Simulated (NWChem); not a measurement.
**One shape, several levels: CH5BBrNO (SMILES COB(N)Br)**

Aim: a comparison of 4 runs (HF/STO-3G, HF/3-21G, B3LYP/6-31G*) of CH5BBrNO. 

The results are computed with NWChem 7.3.0.

## Step 1: The system as given

The species is CH5BBrNO (10 atoms), meant as a singlet with charge 0. As SMILES, `COB(N)Br`. Geometry: relaxed at PBE0-D4/def2-TZVP. This is one conformer, not always the lowest.

Bond lengths: C1–O2 1.410 Å, O2–B3 1.353 Å, B3–N4 1.398 Å, B3–Br5 1.942 Å, C1–H6 1.089 Å, C1–H7 1.095 Å, C1–H8 1.095 Å, N4–H9 1.003 Å, N4–H10 1.005 Å. Some angles: C1–O2–B3 120.4°, O2–B3–N4 125.2°, O2–B3–Br5 116.3°, N4–B3–Br5 118.5°, O2–C1–H6 107.8°, O2–C1–H7 111.3°, O2–C1–H8 111.3°, B3–N4–H9 121.9°, B3–N4–H10 123.6°, H6–C1–H7 108.6°.

## Step 2: Energy and gradient at HF/STO-3G (run 1)

run.xyz reads:

```xyz
10
CH5BBrNO gradient
C     -0.997300    -1.079400     0.197900
O     -0.949700     0.124300    -0.534900
B      0.155200     0.904500    -0.500800
N      1.317200     0.625900     0.224400
Br     0.090100     2.534900    -1.554200
H     -1.971700    -1.535100     0.025400
H     -0.882300    -0.896400     1.271800
H     -0.221200    -1.777900    -0.133400
H      2.109100     1.242100     0.213100
H      1.433500    -0.194000     0.793600
```

run.py reads:

```python
from ase.io import read
from ase.calculators.nwchem import NWChem

mol = read('run.xyz')

calc = NWChem(
    label='run',
    theory='scf',
    memory='2200 mb',
    basis='STO-3G',
    basispar='spherical bse',
    scf={'nopen': '0', 'rhf': None, 'thresh': '1e-08', 'maxiter': '80'},
)
mol.calc = calc

forces = mol.get_forces()
print(f"energy = {mol.get_potential_energy():.6f} eV")
print("forces (eV/A):")
for s, f in zip(mol.symbols, forces):
    print(f"{s:2s} {f[0]:10.5f} {f[1]:10.5f} {f[2]:10.5f}")
print("dipole (e A):", mol.get_dipole_moment().round(4))
```

On the command line:

```
$ export ASE_NWCHEM_COMMAND="nwchem PREFIX.nwi > PREFIX.nwo"
$ python run.py
```

Standard output:

```text
energy = -74479.742323 eV
forces (eV/A):
C     0.17571   -0.43714    0.35790
O    -0.02381    0.86626   -0.55428
B    -0.00051    0.58863   -0.37003
N    -0.85417    0.16825   -0.51006
Br    0.02335   -0.64380    0.41482
H    -0.11781   -0.13215    0.02689
H     0.01183   -0.17705    0.00859
H    -0.05070   -0.09271    0.14223
H     0.62339    0.32658    0.09061
H     0.21278   -0.46686    0.39333
dipole (e A): [ 0.3067 -0.5701  0.5029]
```

The calculator wrote run.nwi:

```
title "run"

permanent_dir run

scratch_dir run

start run

geometry units angstrom nocenter noautosym noautoz
  C  -9.9729999999999996e-01 -1.0793999999999999e+00 1.9789999999999999e-01
  O  -9.4969999999999999e-01 1.2429999999999999e-01 -5.3490000000000004e-01
  B  1.5520000000000000e-01 9.0449999999999997e-01 -5.0080000000000002e-01
  N  1.3171999999999999e+00 6.2590000000000001e-01 2.2439999999999999e-01
  Br 9.0100000000000000e-02 2.5348999999999999e+00 -1.5542000000000000e+00
  H  -1.9717000000000000e+00 -1.5350999999999999e+00 2.5399999999999999e-02
  H  -8.8229999999999997e-01 -8.9639999999999997e-01 1.2718000000000000e+00
  H  -2.2120000000000001e-01 -1.7779000000000000e+00 -1.3339999999999999e-01
  H  2.1091000000000002e+00 1.2421000000000000e+00 2.1310000000000001e-01
  H  1.4335000000000000e+00 -1.9400000000000001e-01 7.9359999999999997e-01
end

memory 2200 mb

basis spherical bse noprint
   * library STO-3G
end

scf
  nopen 0
  rhf
  thresh 1e-08
  maxiter 80
end

task scf gradient
```

run.nwo, shortened:

```text
[...]
      One-electron energy =  -4436.975172326393
[... 1 line left out ...]
 Nuclear repulsion energy =    306.368218058935
[... 51 lines left out ...]
                       ROHF Final Molecular Orbital Analysis
[... 230 lines left out ...]
     1   1 0 0      0.579612      0.000000      0.067841
[...]
  wavefunction    =   RHF
                         RHF ENERGY GRADIENTS
    atom               coordinates                        gradient
                 x          y          z           x          y          z
   1 C      -1.884624  -2.039770   0.373977   -0.003417   0.008501  -0.006960
   2 O      -1.794673   0.234893  -1.010814    0.000463  -0.016846   0.010779
   3 B       0.293285   1.709257  -0.946375    0.000010  -0.011447   0.007196
[... 6 lines of this table left out ...]
  10 H       2.708922  -0.366607   1.499687   -0.004138   0.009079  -0.007649
[...]
```

Run time: 8.7 s. Hardware: 1 thread of Intel Xeon 6975P-C (Granite Rapids), shared host; peak memory 0.096 GiB.

## Step 3: Energy and forces at HF/3-21G (run 2)

sp.xyz reads:

```xyz
10
CH5BBrNO hf
C     -0.997300    -1.079400     0.197900
O     -0.949700     0.124300    -0.534900
B      0.155200     0.904500    -0.500800
N      1.317200     0.625900     0.224400
Br     0.090100     2.534900    -1.554200
H     -1.971700    -1.535100     0.025400
H     -0.882300    -0.896400     1.271800
H     -0.221200    -1.777900    -0.133400
H      2.109100     1.242100     0.213100
H      1.433500    -0.194000     0.793600
```

run.py reads:

```python
from ase.io import read
from ase.calculators.nwchem import NWChem

molecule = read('sp.xyz')

calc = NWChem(
    label='sp',
    theory='scf',
    memory='2200 mb',
    basis='3-21G',
    basispar='spherical bse',
    scf={'nopen': '0', 'rhf': None, 'thresh': '1e-08', 'maxiter': '80', 'print': 'low'},
)
molecule.calc = calc

forces = molecule.get_forces()
e = molecule.get_potential_energy()
print(f"E = {e:.6f} eV")
print("forces (eV/A):")
for s, f in zip(molecule.symbols, forces):
    print(f"{s:2s} {f[0]:10.5f} {f[1]:10.5f} {f[2]:10.5f}")
```

On the command line:

```
$ export ASE_NWCHEM_COMMAND="nwchem PREFIX.nwi > PREFIX.nwo"
$ python run.py
```

Standard output:

```text
E = -74936.833334 eV
forces (eV/A):
C    -0.50862   -1.53911    0.72469
O    -0.29192    0.25690   -0.29887
B     0.42809    0.30879    0.00838
N     0.46846   -0.13241    0.30493
Br   -0.00432    0.75087   -0.47298
H     0.36864    0.16949    0.06669
H    -0.01368   -0.10655   -0.38505
H    -0.27321    0.24014    0.16702
H    -0.16743   -0.15637    0.01887
H    -0.00607    0.20821   -0.13370
```

The calculator wrote sp.nwi:

```
title "sp"

permanent_dir sp

scratch_dir sp

start sp

geometry units angstrom nocenter noautosym noautoz
  C  -9.9729999999999996e-01 -1.0793999999999999e+00 1.9789999999999999e-01
  O  -9.4969999999999999e-01 1.2429999999999999e-01 -5.3490000000000004e-01
  B  1.5520000000000000e-01 9.0449999999999997e-01 -5.0080000000000002e-01
  N  1.3171999999999999e+00 6.2590000000000001e-01 2.2439999999999999e-01
  Br 9.0100000000000000e-02 2.5348999999999999e+00 -1.5542000000000000e+00
  H  -1.9717000000000000e+00 -1.5350999999999999e+00 2.5399999999999999e-02
  H  -8.8229999999999997e-01 -8.9639999999999997e-01 1.2718000000000000e+00
  H  -2.2120000000000001e-01 -1.7779000000000000e+00 -1.3339999999999999e-01
  H  2.1091000000000002e+00 1.2421000000000000e+00 2.1310000000000001e-01
  H  1.4335000000000000e+00 -1.9400000000000001e-01 7.9359999999999997e-01
end

memory 2200 mb

basis spherical bse noprint
   * library 3-21G
end

scf
  nopen 0
  rhf
  thresh 1e-08
  maxiter 80
  print low
end

task scf gradient
```

sp.nwo:

```text
Northwest Computational Chemistry Package (NWChem) 7.3.0
             --------------------------------------------------------

           Job information
           ---------------

    nwchem branch   = 7.3.0
    use scalapack   = T
    input           = sp.nwi
    prefix          = sp.
    data base       = sp/sp.db
    status          = startup
    nproc           =        1

           Memory information
           ------------------

    heap     =     72089600 doubles =      550.0 Mbytes
    stack    =     72089597 doubles =      550.0 Mbytes
    global   =    144179200 doubles =     1100.0 Mbytes (distinct from heap & stack)
    total    =    288358397 doubles =     2200.0 Mbytes
    verify   = yes
    hardfail = no

           Directory information
           ---------------------

  0 permanent = sp
  0 scratch   = sp

                                NWChem Input Module
                                -------------------

                                        sp
                                        --

[... 28 lines left out ...]
            Nuclear Dipole moment (a.u.)
[... 54 lines left out ...]
                                        sp

  ao basis        = "ao basis"
  functions       =    68
  atoms           =    10
  closed shells   =    33
  open shells     =     0
  charge          =   0.00
  wavefunction    = RHF
  input vectors   = atomic
  output vectors  = sp/sp.movecs
  use symmetry    = F
  symmetry adapt  = F

 Forming initial guess at       0.0s

 Starting SCF solution at       0.2s

       Final RHF  results
       ------------------

         Total SCF energy =  -2753.877853440204
      One-electron energy =  -4445.306692943013
      Two-electron energy =   1385.060621443874
 Nuclear repulsion energy =    306.368218058935

        Time for solution =      4.1s

                              NWChem Gradients Module
                              -----------------------

                         RHF ENERGY GRADIENTS

    atom               coordinates                        gradient
                 x          y          z           x          y          z
   1 C      -1.884624  -2.039770   0.373977    0.009891   0.029931  -0.014093
   2 O      -1.794673   0.234893  -1.010814    0.005677  -0.004996   0.005812
   3 B       0.293285   1.709257  -0.946375   -0.008325  -0.006005  -0.000163
[... 6 lines of this table left out ...]
  10 H       2.708922  -0.366607   1.499687    0.000118  -0.004049   0.002600

 Task  times  cpu:        6.9s     wall:        6.9s
 Total times  cpu:        7.0s     wall:        7.0s
```

It took 8.1 s on 1 thread of Intel Xeon 6975P-C (Granite Rapids), shared host; peak memory 0.097 GiB.

## Step 4: Energy and gradient at B3LYP/6-31G(d) (spherical functions) (run 3)

test.nw reads:

```
START test
memory 2200 mb
GEOMETRY units au noautosym nocenter noautoz
  C   -1.88462386  -2.03977038   0.37397680
  O   -1.79467290   0.23489296  -1.01081450
  B    0.29328549   1.70925728  -0.94637484
  N    2.48914725   1.18277958   0.42405454
  Br   0.17026432   4.79026675  -2.93701234
  H   -3.72597300  -2.90091857   0.04799904
  H   -1.66730536  -1.69395050   2.40335369
  H   -0.41800742  -3.35974408  -0.25208947
  H    3.98562137   2.34722882   0.40270064
  H    2.70892240  -0.36660687   1.49968665
END
BASIS spherical bse
  * library 6-31G*
END
DFT
  xc b3lyp
  grid fine
  convergence energy 1e-08
  maxiter 100
  mulliken
  print low
END
TASK dft gradient
```

On the command line:

```
$ nwchem test.nw > test.out
```

Standard output:

```text
[...]
 d= 0,ls=0.0,diis     1  -2769.8508694581 -3.08D+03  1.01D-02  7.25D-01     4.2
[...]
 d= 0,ls=0.0,diis    10  -2769.9361697165 -9.63D-10  2.75D-07  1.03D-09    26.9
         Total DFT energy =    -2769.936169716477
      One electron energy =    -4458.136529523321
           Coulomb energy =     1500.174105815506
    Exchange-Corr. energy =     -118.341942200321
 Nuclear repulsion energy =      306.368196191658
[...]
      Total Density - Mulliken Population Analysis
     ---------------------------------------------
    Atom       Charge   Shell Charges
 -----------   ------   -------------------------------------------------------
    1 C    6     6.22   2.00  0.68  2.08  0.57  0.84  0.06
    2 O    8     8.39   2.00  0.90  2.96  0.89  1.62  0.02
    3 B    5     4.50   2.00  0.53  1.46  0.16  0.23  0.13
    4 N    7     7.76   2.00  0.76  2.58  0.81  1.60  0.02
    5 Br  35    35.26   2.00  2.00  6.00  2.00  5.99  1.62  3.87  0.34  1.42  6.95  2.92  0.16
    6 H    1     0.83   0.53  0.30
    7 H    1     0.85   0.53  0.32
    8 H    1     0.85   0.53  0.32
    9 H    1     0.65   0.50  0.15
   10 H    1     0.67   0.51  0.17
[...]
                         DFT ENERGY GRADIENTS
    atom               coordinates                        gradient
                 x          y          z           x          y          z
   1 C      -1.884624  -2.039770   0.373977    0.001077   0.003581  -0.001731
   2 O      -1.794673   0.234893  -1.010815    0.003105  -0.002889   0.003273
   3 B       0.293285   1.709257  -0.946375    0.001435   0.002630  -0.000959
   4 N       2.489147   1.182780   0.424055   -0.000610  -0.000759   0.000186
   5 Br      0.170264   4.790267  -2.937012    0.000096  -0.006835   0.004333
   6 H      -3.725973  -2.900919   0.047999    0.001977   0.001224   0.000167
   7 H      -1.667305  -1.693951   2.403354   -0.000316   0.000197  -0.002127
   8 H      -0.418007  -3.359744  -0.252089   -0.001395   0.001627   0.000165
   9 H       3.985621   2.347229   0.402701   -0.004265  -0.002550  -0.000424
  10 H       2.708922  -0.366607   1.499687   -0.001104   0.003774  -0.002885
[...]
```

It took 44 s on 1 thread of Intel Xeon 6975P-C (Granite Rapids), shared host; peak memory 0.12 GiB.

## Step 5: Energy and forces at B3LYP/6-31G(d) (Cartesian functions) (run 4)

ch5bbrno.nw reads:

```
start ch5bbrno
memory total 2200 mb

geometry noautosym nocenter noautoz
  C       -0.997300      -1.079400       0.197900
  O       -0.949700       0.124300      -0.534900
  B        0.155200       0.904500      -0.500800
  N        1.317200       0.625900       0.224400
  Br       0.090100       2.534900      -1.554200
  H       -1.971700      -1.535100       0.025400
  H       -0.882300      -0.896400       1.271800
  H       -0.221200      -1.777900      -0.133400
  H        2.109100       1.242100       0.213100
  H        1.433500      -0.194000       0.793600
end

basis
  * library 6-31G*
end

dft
  xc b3lyp
  grid fine
  convergence energy 1e-08
  iterations 100
  mulliken
end

task dft gradient
```

On the command line:

```
$ nwchem ch5bbrno.nw > ch5bbrno.out
```

Standard output, shortened:

```text
[...]
          Wavefunction type:  closed shell.
          No. of atoms     :    10
          No. of electrons :    66
[...]
          Charge           :     0
          Spin multiplicity:     1
[...]
          AO basis - number of functions:   105
[...]
              XC Information
              --------------
                         B3LYP Method XC Potential
                     Hartree-Fock (Exact) Exchange  0.200
                        Slater Exchange Functional  0.800 local
                    Becke 1988 Exchange Functional  0.720 non-local
              Lee-Yang-Parr Correlation Functional  0.810
                  VWN I RPA Correlation Functional  0.190 local
[...]
 d= 0,ls=0.0,diis     1  -2769.8585490406 -3.08D+03  1.01D-02  1.96D+00     5.0
[...]
 d= 0,ls=0.0,diis    10  -2769.9478782680 -1.44D-09  3.14D-07  1.85D-09    38.5
         Total DFT energy =    -2769.947878268028
      One electron energy =    -4458.001295263535
           Coulomb energy =     1499.954690502198
    Exchange-Corr. energy =     -118.269491565626
 Nuclear repulsion energy =      306.368218058935
[...]
      Total Density - Mulliken Population Analysis
     ---------------------------------------------
[...]
  wavefunction    = closed shell
                         DFT ENERGY GRADIENTS
    atom               coordinates                        gradient
                 x          y          z           x          y          z
   1 C      -1.884624  -2.039770   0.373977    0.001026   0.003900  -0.001955
   2 O      -1.794673   0.234893  -1.010814    0.003225  -0.003132   0.003482
   3 B       0.293285   1.709257  -0.946375    0.001035   0.002849  -0.001286
   4 N       2.489147   1.182779   0.424055   -0.000338  -0.000743   0.000305
   5 Br      0.170264   4.790266  -2.937012    0.000181  -0.007072   0.004522
   6 H      -3.725973  -2.900918   0.047999    0.001958   0.001183   0.000184
   7 H      -1.667305  -1.693950   2.403354   -0.000312   0.000194  -0.002080
   8 H      -0.418007  -3.359744  -0.252089   -0.001366   0.001592   0.000159
   9 H       3.985621   2.347229   0.402701   -0.004257  -0.002492  -0.000457
  10 H       2.708922  -0.366607   1.499687   -0.001151   0.003720  -0.002874
[...]
```

It took 58 s on 1 thread of Intel Xeon 6975P-C (Granite Rapids), shared host; peak memory 0.13 GiB.

## Step 6: All runs side by side

| run | level | iteration cap | module | energy (Eh) | largest force (eV/Å) | wall time |
| --- | --- | --- | --- | --- | --- | --- |
| 1 | HF/STO-3G | 80 | scf | -2737.080068 | 1.029 | 8.7 s |
| 2 | HF/3-21G | 80 | scf | -2753.877853 | 1.776 | 8.1 s |
| 3 | B3LYP/6-31G* (spherical functions) | 100 | dft | -2769.936170 | 0.416 | 44 s |
| 4 | B3LYP/6-31G* (Cartesian functions) | 100 | dft | -2769.947878 | 0.432 | 58 s |

## Step 7: Summary of results

| quantity | value |
| --- | --- |
| run 4: total energy | -2769.94788 Eh |
| run 4: dipole moment | 4.25 D |
| run 4: HOMO energy | -7.35 eV |
| run 4: LUMO energy | 1.46 eV |
| run 4: HOMO–LUMO gap | 8.81 eV |
| run 4: largest force on an atom | 0.432 eV/Å |

In run 1 the basis is minimal, so the values are rough. All runs together took 2 min, the longest 58 s.
